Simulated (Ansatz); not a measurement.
# Ga2SbP: the cell at several levels of theory, part 2 of 2

The system is an ordered 4-atom cell of Ga2SbP on the zincblende lattice (P-4m2), a generated structure that needn't be the ground state.

Ansatz 0.2.0, plane waves.

### Step 3. Relaxation with r2SCAN

Start: the result of step 2.

The input, input.yaml:

```yaml
crystal:
  lattice:
    - [4.139888463, 0.0, 0.0]
    - [0.0, 4.139888463, 0.0]
    - [0.0, 0.0, 5.8739698008]
  atoms:
    - { symbol: P, position: [0.0, 0.0, 0.0] }
    - { symbol: Ga, position: [0.0, 0.5, 0.7764199679] }
    - { symbol: Sb, position: [0.5, 0.5, 0.5] }
    - { symbol: Ga, position: [0.5, 0.0, 0.2235800321] }
kpoints:
  mp_grid: { grid: [6, 6, 4] }
hamiltonian:
  xc: r2scan
scf:
  occupations: { method: fermi_dirac, width: 0.02 }
relax:
  f_tol: 0.005
  cell: {}
output:
  write_density: true
  write_potential: true
  elf: true
  volumetric_format: npy
```

On the command line:

```
$ ansatz run input.yaml --threads 2 --pin off --max-ram 2211MiB --backend cpu --events-out ev --progress --plain --runs-dir out
```

The log of the run:

```text
Warning: RAYON_NUM_THREADS=2 ignored (pool sized by the plan → 2); use --threads N
Engine: ansatz 0.2.0, aarch64-unknown-linux-gnu
Pseudopotentials: kind: paw
Pseudopotential: P, paw, valence charge 5, recommended cutoff 500 eV (meta_gga), P.paw.azcp
Pseudopotential: Ga, paw, valence charge 13, recommended cutoff 500 eV (meta_gga), Ga.paw.azcp
Pseudopotential: Sb, paw, valence charge 15, recommended cutoff 500 eV (meta_gga), Sb.paw.azcp
Functional definition: r2SCAN
  parameter k0 = 0.174
  parameter k1 = 0.065
  parameter a1 = 4.9479
  exchange = r2scan_x(k0 = k0, k1 = k1, a1 = a1)
  correlation = r2scan_c
Crystal: 4 atoms, lattice volume = 100.672 Å³
Basis set: ecut = 500 eV, 2541 PW (Γ), exchange–correlation on 128×128×180 points (64 copies of the dense FFT grid, shifted against one another)
Bands: 28, of which v1, the nominal top of the filled ones, is band 23 counted from 1 (22 counted from 0)
Symmetry: 8 space group operations
Space group: P-4m2 (ITA 115), of the structure as read, at distance tolerance 4.7e-5 Å
k-points: 30 of 144 (time reversal used)
Non-local potential: P, projectors of the file, l = 0: 2, l = 1: 2, l = 2: 2
Non-local potential: Ga, projectors of the file, l = 0: 2, l = 1: 2, l = 2: 3, l = 3: 1
Non-local potential: Sb, projectors of the file, l = 0: 2, l = 1: 2, l = 2: 2, l = 3: 2
PAW form: soft (Blöchl's): semilocal exchange-correlation on the pseudo side does not see the compensation charge
PAW frozen core: P, regenerated for the run's functional (the file was generated under x = pbe(κ = 0.804, μ = 0.2195149727645171), c = pbe(β = 0.06672455060314922))
PAW frozen core: Ga, regenerated for the run's functional (the file was generated under x = pbe(κ = 0.804, μ = 0.2195149727645171), c = pbe(β = 0.06672455060314922))
PAW frozen core: Sb, regenerated for the run's functional (the file was generated under x = pbe(κ = 0.804, μ = 0.2195149727645171), c = pbe(β = 0.06672455060314922))
PAW one-centre angular grid: P, 302 points (default); XC on 160 Gauss nodes
PAW one-centre angular grid: Ga, 590 points (default); XC on 160 Gauss nodes
PAW one-centre angular grid: Sb, 590 points (default); XC on 160 Gauss nodes
Initial density: superposition of atomic densities (neutral atoms: chi_scale 0, normalization atom), corrected by the library's trained network
Initial wavefunctions: pseudopotential atomic-orbital guess
Functional: x = r2scan, c = r2scan; τ floored in thin density (d = 2e-4 eV/Å³)
SCF iter   1: F=—  HF=-14839.984684 eV  |F-HF|=—  |Δ(HF+E_count)|=         —  Δρ=8.55e-3  dr2=4.78e-2  dr2_τ=8.14e-3  ethr=1.77e-3  ⟨swp⟩=7.6  Hψ=4138  notcnv=0
preconditioner: auto → Resta (q_TF=auto, 2.394 Å⁻¹)  ε∞=3.3  [insulator: Δε(μ)=0.323 eV  Ē_g=14.518 eV  σ=0.020 eV  W_gap=1.00  n_scr=20 (ndim 8)  ℏωp=22.2 eV  f_vac=0.047  D(μ)=0.00/eV (n_scr^D=0)  ε∞_Penn≈3.3]
SCF iter   2: F=—  HF=-14839.994139 eV  |F-HF|=—  |Δ(HF+E_count)|=   9.46e-3  Δρ=2.28e-3  dr2=3.19e-3  dr2_τ=1.94e-4  ethr=1.04e-4  ⟨swp⟩=3.0  Hψ=1842  notcnv=0  defer=28
SCF iter   3: F=—  HF=-14839.993493 eV  |F-HF|=—  |Δ(HF+E_count)|=   6.46e-4  Δρ=1.89e-3  dr2=1.49e-3  dr2_τ=2.67e-5  ethr=6.94e-6  ⟨swp⟩=2.0  Hψ=1471  notcnv=0  defer=28
SCF iter   4: F=—  HF=-14839.993708 eV  |F-HF|=—  |Δ(HF+E_count)|=   2.15e-4  Δρ=6.57e-4  dr2=3.00e-4  dr2_τ=2.78e-6  ethr=3.25e-6  ⟨swp⟩=1.3  Hψ=883  notcnv=0  defer=28
SCF iter   5: F=—  HF=-14839.993728 eV  |F-HF|=—  |Δ(HF+E_count)|=   2.01e-5  Δρ=1.30e-4  dr2=1.40e-5  dr2_τ=1.96e-7  ethr=6.53e-7  ⟨swp⟩=2.0  Hψ=988  notcnv=0  defer=28
SCF iter   6: F=—  HF=-14839.993732 eV  |F-HF|=—  |Δ(HF+E_count)|=   3.76e-6  Δρ=2.07e-5  dr2=5.70e-7  dr2_τ=3.95e-9  ethr=3.03e-8  ⟨swp⟩=2.0  Hψ=1052  notcnv=0  defer=28
SCF iter   7: F=-14839.993732 eV  HF=-14839.993732 eV  |F-HF|=6.20e-9  |Δ(HF+E_count)|=   3.37e-7  Δρ=2.49e-6  dr2=8.40e-9  dr2_τ=2.90e-10  ethr=2.17e-10  ⟨swp⟩=9.9  Hψ=5770  notcnv=0
SCF 1 converged in 7 iterations: F = -14839.993732 eV  dr2 = 8.40e-9
relax step   1: F+E_penalty+E_count = -14839.99373247 eV  Δ(F+E_penalty+E_count) = +0.000e0 eV  max|allowed force component| = 7.942e-2 eV/Å  Δτ_max = 0.0000 Å  P = -2.216 GPa  Ω = 100.672 Å³  (7 SCF iters, dr2 threshold 1.00e-7 eV, accepted)
Crystal: 4 atoms, lattice volume = 96.448 Å³
Basis set: ecut = 500 eV, 2477 PW (Γ), exchange–correlation on 128×128×180 points (64 copies of the dense FFT grid, shifted against one another)
Initial density: handed on by an earlier stage of this run
Initial wavefunctions: those handed on with the density
iter 1 solved again at ethr=1.14e-5 eV; its pass at ethr=3.10e-3 eV (dr2=5.24e-3 eV) is discarded
SCF iter   1: F=—  HF=-14839.967808 eV  |F-HF|=—  |Δ(HF+E_count)|=         —  Δρ=2.82e-3  dr2=5.35e-3  dr2_τ=1.72e-2  ethr=1.14e-5  ⟨swp⟩=2.0  Hψ=4910  notcnv=0
preconditioner: auto → Resta (q_TF=auto, 2.412 Å⁻¹)  ε∞=3.4  [insulator: Δε(μ)=0.590 eV  Ē_g=14.569 eV  σ=0.020 eV  W_gap=1.00  n_scr=20 (ndim 8)  ℏωp=22.7 eV  f_vac=0.027  D(μ)=0.00/eV (n_scr^D=0)  ε∞_Penn≈3.4]
SCF iter   2: F=—  HF=-14840.010839 eV  |F-HF|=—  |Δ(HF+E_count)|=   4.30e-2  Δρ=1.72e-3  dr2=1.94e-3  dr2_τ=1.25e-5  ethr=1.14e-5  ⟨swp⟩=3.1  Hψ=1666  notcnv=0
SCF iter   3: F=—  HF=-14840.011246 eV  |F-HF|=—  |Δ(HF+E_count)|=   4.07e-4  Δρ=4.76e-4  dr2=2.88e-4  dr2_τ=5.95e-6  ethr=4.22e-6  ⟨swp⟩=3.0  Hψ=1532  notcnv=0
SCF iter   4: F=—  HF=-14840.011256 eV  |F-HF|=—  |Δ(HF+E_count)|=   1.03e-5  Δρ=2.52e-4  dr2=3.69e-5  dr2_τ=9.32e-7  ethr=6.26e-7  ⟨swp⟩=2.0  Hψ=1380  notcnv=0
SCF iter   5: F=—  HF=-14840.011238 eV  |F-HF|=—  |Δ(HF+E_count)|=   1.84e-5  Δρ=8.60e-5  dr2=8.15e-6  dr2_τ=8.97e-8  ethr=8.02e-8  ⟨swp⟩=2.0  Hψ=1344  notcnv=0
SCF iter   6: F=—  HF=-14840.011238 eV  |F-HF|=—  |Δ(HF+E_count)|=   6.53e-7  Δρ=3.78e-5  dr2=1.25e-6  dr2_τ=1.46e-8  ethr=1.77e-8  ⟨swp⟩=2.0  Hψ=1372  notcnv=0
SCF iter   7: F=-14840.011239 eV  HF=-14840.011239 eV  |F-HF|=1.26e-8  |Δ(HF+E_count)|=   3.10e-7  Δρ=1.08e-5  dr2=9.75e-8  dr2_τ=4.48e-10  ethr=8.70e-10  ⟨swp⟩=10.1  Hψ=5569  notcnv=0
SCF 2 converged in 7 iterations: F = -14840.011239 eV  dr2 = 9.75e-8
relax step   2: F+E_penalty+E_count = -14840.01123863 eV  Δ(F+E_penalty+E_count) = -1.751e-2 eV  max|allowed force component| = 3.147e-1 eV/Å  Δτ_max = 0.0256 Å  P = +0.647 GPa  Ω = 96.448 Å³  energy of the carried Pulay correction = +9.276e-4 eV  (7 SCF iters, dr2 threshold 4.00e-7 eV, accepted)
Crystal: 4 atoms, lattice volume = 96.953 Å³
iter 1 solved again at ethr=6.90e-6 eV; its pass at ethr=3.10e-3 eV (dr2=3.17e-3 eV) is discarded
SCF iter   1: F=—  HF=-14839.999773 eV  |F-HF|=—  |Δ(HF+E_count)|=         —  Δρ=2.84e-3  dr2=3.12e-3  dr2_τ=9.30e-3  ethr=6.90e-6  ⟨swp⟩=2.0  Hψ=4222  notcnv=0
preconditioner: auto → Resta (q_TF=auto, 2.409 Å⁻¹)  ε∞=3.4  [insulator: Δε(μ)=0.458 eV  Ē_g=14.521 eV  σ=0.020 eV  W_gap=1.00  n_scr=20 (ndim 8)  ℏωp=22.6 eV  f_vac=0.037  D(μ)=0.00/eV (n_scr^D=0)  ε∞_Penn≈3.4]
SCF iter   2: F=—  HF=-14840.018720 eV  |F-HF|=—  |Δ(HF+E_count)|=   1.89e-2  Δρ=1.64e-3  dr2=9.03e-4  dr2_τ=1.41e-5  ethr=6.78e-6  ⟨swp⟩=2.8  Hψ=1625  notcnv=0
SCF iter   3: F=—  HF=-14840.018922 eV  |F-HF|=—  |Δ(HF+E_count)|=   2.02e-4  Δρ=7.16e-4  dr2=2.45e-4  dr2_τ=1.33e-6  ethr=1.96e-6  ⟨swp⟩=1.5  Hψ=867  notcnv=0
SCF iter   4: F=—  HF=-14840.019014 eV  |F-HF|=—  |Δ(HF+E_count)|=   9.21e-5  Δρ=9.50e-5  dr2=1.15e-5  dr2_τ=1.92e-7  ethr=5.32e-7  ⟨swp⟩=2.0  Hψ=1058  notcnv=0
SCF iter   5: F=—  HF=-14840.019017 eV  |F-HF|=—  |Δ(HF+E_count)|=   2.76e-6  Δρ=2.60e-5  dr2=9.63e-7  dr2_τ=8.53e-9  ethr=2.50e-8  ⟨swp⟩=2.0  Hψ=1091  notcnv=0
SCF iter   6: F=-14840.019017 eV  HF=-14840.019017 eV  |F-HF|=1.52e-8  |Δ(HF+E_count)|=   2.49e-7  Δρ=6.01e-6  dr2=3.92e-8  dr2_τ=1.51e-9  ethr=8.70e-10  ⟨swp⟩=10.1  Hψ=5953  notcnv=0
SCF 3 converged in 6 iterations: F = -14840.019017 eV  dr2 = 3.92e-8
  Residual-converged pass: ⟨swp⟩=1.0  Hψ=961  notcnv=0  max |occ|·‖R‖ = 7.1e-9 eV (tolerance 1.0e-8 eV)  dr2=3.92e-8  dr2_τ=1.51e-9  dr2_onsite=1.43e-8  max |Δocc| = 8.9e-15
relax step   3: F+E_penalty+E_count = -14840.01901714 eV  Δ(F+E_penalty+E_count) = -7.779e-3 eV  max|allowed force component| = 8.977e-2 eV/Å  Δτ_max = 0.0301 Å  P = +0.125 GPa  Ω = 96.953 Å³  energy of the carried Pulay correction = +8.146e-4 eV  (6 SCF iters, dr2 threshold 4.00e-7 eV, accepted)
Crystal: 4 atoms, lattice volume = 97.206 Å³
iter 1 solved again at ethr=4.37e-7 eV; its pass at ethr=3.10e-3 eV (dr2=2.01e-4 eV) is discarded
SCF iter   1: F=—  HF=-14840.018431 eV  |F-HF|=—  |Δ(HF+E_count)|=         —  Δρ=6.86e-4  dr2=1.80e-4  dr2_τ=5.65e-4  ethr=4.37e-7  ⟨swp⟩=2.3  Hψ=4503  notcnv=0
preconditioner: auto → Resta (q_TF=auto, 2.408 Å⁻¹)  ε∞=3.4  [insulator: Δε(μ)=0.501 eV  Ē_g=14.512 eV  σ=0.020 eV  W_gap=1.00  n_scr=20 (ndim 8)  ℏωp=22.6 eV  f_vac=0.038  D(μ)=0.00/eV (n_scr^D=0)  ε∞_Penn≈3.4]
SCF iter   2: F=—  HF=-14840.019672 eV  |F-HF|=—  |Δ(HF+E_count)|=   1.24e-3  Δρ=4.08e-4  dr2=7.12e-5  dr2_τ=1.36e-6  ethr=3.92e-7  ⟨swp⟩=2.7  Hψ=1530  notcnv=0
SCF iter   3: F=—  HF=-14840.019678 eV  |F-HF|=—  |Δ(HF+E_count)|=   6.60e-6  Δρ=1.86e-4  dr2=1.91e-5  dr2_τ=9.15e-8  ethr=1.55e-7  ⟨swp⟩=1.8  Hψ=872  notcnv=0
SCF iter   4: F=—  HF=-14840.019683 eV  |F-HF|=—  |Δ(HF+E_count)|=   4.78e-6  Δρ=2.53e-5  dr2=6.86e-7  dr2_τ=1.85e-8  ethr=4.16e-8  ⟨swp⟩=2.0  Hψ=1070  notcnv=0
SCF iter   5: F=-14840.019683 eV  HF=-14840.019683 eV  |F-HF|=2.28e-7  |Δ(HF+E_count)|=   1.87e-7  Δρ=1.33e-5  dr2=1.53e-7  dr2_τ=2.21e-9  ethr=8.70e-10  ⟨swp⟩=9.9  Hψ=6851  notcnv=0
SCF 4 converged in 5 iterations: F = -14840.019683 eV  dr2 = 1.53e-7
relax step   4: F+E_penalty+E_count = -14840.01968298 eV  Δ(F+E_penalty+E_count) = -6.658e-4 eV  max|allowed force component| = 7.604e-4 eV/Å  Δτ_max = 0.0073 Å  P = -0.019 GPa  Ω = 97.206 Å³  energy of the carried Pulay correction = +7.583e-4 eV  (5 SCF iters, dr2 threshold 4.00e-7 eV, accepted)
Basis set: ecut = 500 eV, 2477 PW (Γ), exchange–correlation on 120×120×180 points (64 copies of the dense FFT grid, shifted against one another)
Initial wavefunctions: pseudopotential atomic-orbital guess (no wavefunctions were taken with the density)
iter 1 solved again at ethr=4.46e-7 eV; its pass at ethr=3.10e-3 eV (dr2=2.05e-4 eV) is discarded
SCF iter   1: F=—  HF=-14840.018995 eV  |F-HF|=—  |Δ(HF+E_count)|=         —  Δρ=4.81e-5  dr2=9.80e-7  dr2_τ=3.95e-7  ethr=4.46e-7  ⟨swp⟩=3.1  Hψ=6362  notcnv=0
preconditioner: auto → Resta (q_TF=auto, 2.408 Å⁻¹)  ε∞=3.4  [insulator: Δε(μ)=0.493 eV  Ē_g=14.512 eV  σ=0.020 eV  W_gap=1.00  n_scr=20 (ndim 8)  ℏωp=22.6 eV  f_vac=0.037  D(μ)=0.00/eV (n_scr^D=0)  ε∞_Penn≈3.4]
SCF iter   2: F=—  HF=-14840.018993 eV  |F-HF|=—  |Δ(HF+E_count)|=   1.98e-6  Δρ=2.61e-5  dr2=3.20e-7  dr2_τ=1.20e-8  ethr=2.13e-9  ⟨swp⟩=3.1  Hψ=1614  notcnv=0
SCF iter   3: F=—  HF=-14840.018993 eV  |F-HF|=—  |Δ(HF+E_count)|=   9.22e-8  Δρ=3.38e-6  dr2=1.27e-8  dr2_τ=4.26e-10  ethr=6.95e-10  ⟨swp⟩=2.0  Hψ=1071  notcnv=0
SCF iter   4: F=—  HF=-14840.018993 eV  |F-HF|=—  |Δ(HF+E_count)|=   1.71e-9  Δρ=1.22e-6  dr2=1.37e-9  dr2_τ=3.16e-11  ethr=2.77e-11  ⟨swp⟩=2.1  Hψ=1379  notcnv=0
SCF iter   5: F=—  HF=-14840.018993 eV  |F-HF|=—  |Δ(HF+E_count)|=   1.27e-9  Δρ=1.10e-6  dr2=5.76e-10  dr2_τ=1.09e-11  ethr=2.98e-12  ⟨swp⟩=2.0  Hψ=1380  notcnv=0
SCF iter   6: F=—  HF=-14840.018993 eV  |F-HF|=—  |Δ(HF+E_count)|=  4.29e-10  Δρ=3.39e-7  dr2=8.20e-11  dr2_τ=9.32e-13  ethr=1.25e-12  ⟨swp⟩=2.0  Hψ=1363  notcnv=0
SCF iter   7: F=-14840.018993 eV  HF=-14840.018993 eV  |F-HF|=0.00e0  |Δ(HF+E_count)|=  9.09e-12  Δρ=6.13e-8  dr2=3.18e-12  dr2_τ=1.05e-13  ethr=1.00e-12  ⟨swp⟩=7.9  Hψ=4502  notcnv=0
SCF 5 converged in 7 iterations: F = -14840.018993 eV  dr2 = 3.18e-12
relax step   5: F+E_penalty+E_count = -14840.01899301 eV  Δ(F+E_penalty+E_count) = +6.900e-4 eV  max|allowed force component| = 6.969e-4 eV/Å  Δτ_max = 0.0000 Å  P = -0.025 GPa  Ω = 97.206 Å³  stress off target by 2.56e-2 GPa  SCF on the basis re-selected at this cell (its energy is not comparable with the rows above)  (7 SCF iters)
basis re-selected at this cell: Δ(F+E_penalty+E_count) = +6.900e-4 eV, ΔP = -0.006 GPa vs the last step (what re-selecting the basis moved, of the pressure what is left beyond the Pulay correction that the steps carried, after the strain that the cell walked since its last selection, with what the two solves' SCF thresholds leave and, on support functions, any second-order correction that the steps lacked; it is no measure of the basis error at this ecutwfc). The dense FFT grid was sized anew with the basis: this SCF ran on 30×30×45 points, the steps before it on 32×32×45, so part of this shift can come from that change (see relax.cell in the input reference). This SCF's stress stands 2.56e-2 GPa from its target on what of the cell is left free (relax.cell.stress_tol is 5.00e-2 GPa) and its largest allowed force component is 6.97e-4 eV/Å (relax.f_tol is 5.00e-3 eV/Å): within both
SCF converged after 7 iterations
Free energy (F): -14840.018993 eV
Harris-Foulkes:  -14840.018993 eV  (|F-HF|=0.00e0)
Internal energy: -14840.018993 eV  (E = F + TS)
E sigma→0 (E₀):  -14840.018993 eV
Entropy (-TS):   -0.000000 eV (-0.000 meV/atom)
Fermi energy:    7.767977 eV
--- Per-component energies (eV) ---
  E_band       = -342.729812
  E_kinetic    = 506.518533
  E_local      = -6157.150757  (includes V_loc(G=0)·N_el)
  E_nonlocal   = 1250.870298
  E_hartree    = 2847.101344
  E_xc         = -309.889615
  E_vxc        = -286.004542  (∫ρ·V_xc dr)
  E_paw        = -9186.848835  (= ΣΔE_a)
  E_vpaw       = -1367.224608  (= ΣTr[D̂ρ^β])
  E_aug_tail   = -0.000086  (compensation charges beyond the density's cutoff)
  E_vtau       = 16.058556  (kinetic-family band-sum trace: ∫τ·v_τ [+ j·A + Jᵃ·Aᵃ] dr)
  E_ewald      = -3789.728930
  E_core_change = -0.890945  (= ΣΔE_core)
  E_smearing   = -0.000000  (= −TS)
  E_closure    = 0.000000  (closes the sum)
  Σ components = -14840.018993   (vs F -14840.018993, Δ=0.00e0)
--- Forces (eV/Å), atoms counted from 1 ---
  atom   1  P      0.00000000     0.00000000    -0.00000000
  atom   2  Ga    -0.00000000     0.00000000     0.00069693
  atom   3  Sb     0.00000000     0.00000000    -0.00000000
  atom   4  Ga    -0.00000000     0.00000000    -0.00069693
  max |Σ_I F_I| component: 2.08e-17 eV/Å
--- Stress (GPa, compression-positive) ---
       -0.025646       0.000000      -0.000000
        0.000000      -0.025646       0.000000
       -0.000000       0.000000      -0.024152
  P = ⅓ Tr σ = -0.0251 GPa (-0.251 kbar)
--- Band table (eV; the first three rows and the last of 30) ---
  k-point 0: bands = ["-21.7555", "-21.7555", "-21.7501", "-21.7331", "-21.7152", "-8.0670", "-7.9872", "-7.9872", "-7.9808", "-7.9400", "-7.9400", "-7.9336", "-7.9123", "-7.9045", "-7.8910", "-5.2125", "-2.2721", "0.3400", "4.3721", "4.3721", "7.2566", "7.5147", "7.5147", "8.0078", "8.7043", "9.6117", "10.8884", "10.8884"]
  k-point 1: bands = ["-21.7555", "-21.7555", "-21.7501", "-21.7330", "-21.7152", "-8.0598", "-7.9910", "-7.9816", "-7.9816", "-7.9461", "-7.9461", "-7.9318", "-7.9140", "-7.9043", "-7.8912", "-4.9950", "-3.0002", "1.4019", "4.5646", "4.5646", "5.5057", "6.8928", "6.8928", "8.5158", "9.3543", "10.1267", "11.0176", "11.8738"]
  k-point 2: bands = ["-21.7555", "-21.7555", "-21.7501", "-21.7330", "-21.7152", "-8.0496", "-8.0043", "-7.9727", "-7.9727", "-7.9556", "-7.9556", "-7.9281", "-7.9172", "-7.9041", "-7.8915", "-4.6141", "-3.7225", "3.1647", "3.5545", "4.8463", "4.8463", "6.2964", "6.2964", "8.7305", "9.3738", "10.6294", "11.4625", "13.6218"]
  k-point 29: bands = ["-21.7583", "-21.7583", "-21.7335", "-21.7268", "-21.7202", "-8.0726", "-8.0374", "-7.9771", "-7.9451", "-7.9451", "-7.9374", "-7.9124", "-7.9124", "-7.9068", "-7.9068", "-2.9990", "-1.5041", "0.4648", "0.4648", "3.7442", "3.7442", "3.8639", "3.9803", "11.7614", "11.7614", "11.9418", "12.3025", "12.8125"]
--- Relaxed structure (4 steps of the walk, 4 accepted, 1 SCFs on fresh bases) ---
  F+E_penalty+E_count = -14840.01899301 eV   max|allowed force component| = 6.969e-4 eV/Å   (the final SCF, on the basis selected at the relaxed cell)
  cell:  # Å, volume = 97.2059 Å³
    - [4.092621844679432, 0.0, 8.226858609259945e-33]
    - [0.0, 4.092621844679432, 0.0]
    - [1.167285530954277e-32, 0.0, 5.803492171049985]
  atoms:
    - { symbol: P, position: [-5.408101161082323e-34, 0.0, 7.383096673992722e-20] }
    - { symbol: Ga, position: [7.152649922721782e-34, 0.5, 0.7759653073670759] }
    - { symbol: Sb, position: [0.5, 0.5, 0.49999999999999994] }
    - { symbol: Ga, position: [0.5, 0.0, 0.22403469263292405] }
```

It took 90 s on 2 threads of Arm Neoverse N1, shared host; peak memory 0.67 GiB.

The path of the relaxation:

| step | energy change (meV/atom) | largest force (eV/Å) | pressure (GPa) | volume (Å³/atom) |
| --- | --- | --- | --- | --- |
| 1 | 0.0 | 0.0794 | -2.22 | 25.168 |
| 2 | -4.4 | 0.3147 | 0.65 | 24.112 |
| 3 | -6.3 | 0.0898 | 0.12 | 24.238 |
| 4 | -6.5 | 0.0008 | -0.02 | 24.301 |
| 5 | -6.3 | 0.0007 | -0.03 | 24.301 |

Step 5 solves the same cell on a plane-wave basis chosen anew, so the energy can jump there without a move.

The table lists every geometry solved, with passes on a fresh basis, whose energies don't compare exactly with the rows above.

```
                       before   after   change
                a (Å)   4.140   4.093  -1.14 %
                c (Å)   5.874   5.803  -1.20 %
     volume (Å³/atom)  25.168  24.301  -3.44 %
shortest distance (Å)   2.451   2.424  -1.10 %
          space group   P-4m2   P-4m2     same
```

Density in a lattice plane of the grid's cell (edges 4.09 and 5.80 Å, at 0.000 of the third edge), which holds P and Ga.

Values in e/Å³, 12 rows by 8 columns:
```
 0.50  0.57  0.27  0.09  0.05  0.09  0.27  0.57
 0.46  0.31  0.12  0.04  0.01  0.04  0.12  0.31
 0.16  0.10  0.05  0.02  0.02  0.02  0.05  0.10
 0.04  0.03  0.03  0.02  0.03  0.02  0.03  0.03
 0.02  0.02  0.03  0.04  0.05  0.04  0.03  0.02
 0.01  0.02  0.04  0.08  0.11  0.08  0.04  0.02
 0.02  0.03  0.08  0.18  0.26  0.18  0.08  0.03
 0.04  0.06  0.16  0.61  1.48  0.61  0.16  0.06
 0.16  0.15  0.30  3.48 34.84  3.48  0.30  0.15
 0.46  0.43  0.44  1.97 14.23  1.97  0.44  0.43
 0.50  0.75  0.53  0.45  0.64  0.45  0.53  0.75
 0.03  0.55  0.46  0.19  0.15  0.19  0.46  0.55
```
Columns run along the first of these edges and rows up along the second, over one cell in 8 and 12 even steps from the bottom left corner. Atoms in the plane (fractional): P at (1.00, 0.00), Ga at (0.50, 0.22).

ELF in the same plane.

Values, 12 rows by 8 columns:
```
0.31 0.60 0.64 0.27 0.08 0.27 0.64 0.60
0.79 0.71 0.41 0.07 0.02 0.07 0.41 0.71
0.50 0.36 0.10 0.02 0.01 0.02 0.10 0.36
0.08 0.05 0.02 0.02 0.02 0.02 0.02 0.05
0.01 0.01 0.03 0.06 0.07 0.06 0.03 0.01
0.01 0.02 0.07 0.18 0.24 0.18 0.07 0.02
0.01 0.04 0.18 0.29 0.30 0.29 0.18 0.04
0.08 0.12 0.23 0.25 0.16 0.25 0.23 0.12
0.50 0.48 0.27 0.12 0.13 0.12 0.27 0.48
0.79 0.84 0.51 0.14 0.00 0.14 0.51 0.84
0.31 0.84 0.83 0.32 0.22 0.32 0.83 0.84
0.01 0.39 0.82 0.50 0.26 0.50 0.82 0.39
```
Columns run along the first of these edges and rows up along the second, over one cell in 8 and 12 even steps from the bottom left corner. Atoms in the plane (fractional): P at (1.00, 0.00), Ga at (0.50, 0.22).

Both are smooth fields of the valence electrons: close to the nuclei they are not physical.

The highest ELF values outside the cores: 0.91 on the P–Ga line, 0.9 Å from P; 0.73 on the Ga–Sb line, 1.3 Å from Ga.

### Step 4. Results

This closing draws on all 2 parts.

| level | a (Å) | c (Å) | volume (Å³/atom) | space group | SCF geometries |
| --- | --- | --- | --- | --- | --- |
| PBE | 4.140 | 5.874 | 25.168 | P-4m2 | 5 |
| r2SCAN | 4.093 | 5.803 | 24.301 | P-4m2 | 5 |

**Reading.** The first relaxation changed the volume by +15.0 % from the start. The volume runs from r2SCAN (least) to PBE (most), a spread of 3.6 %, or 1.2 % in length if all axes shared it alike.
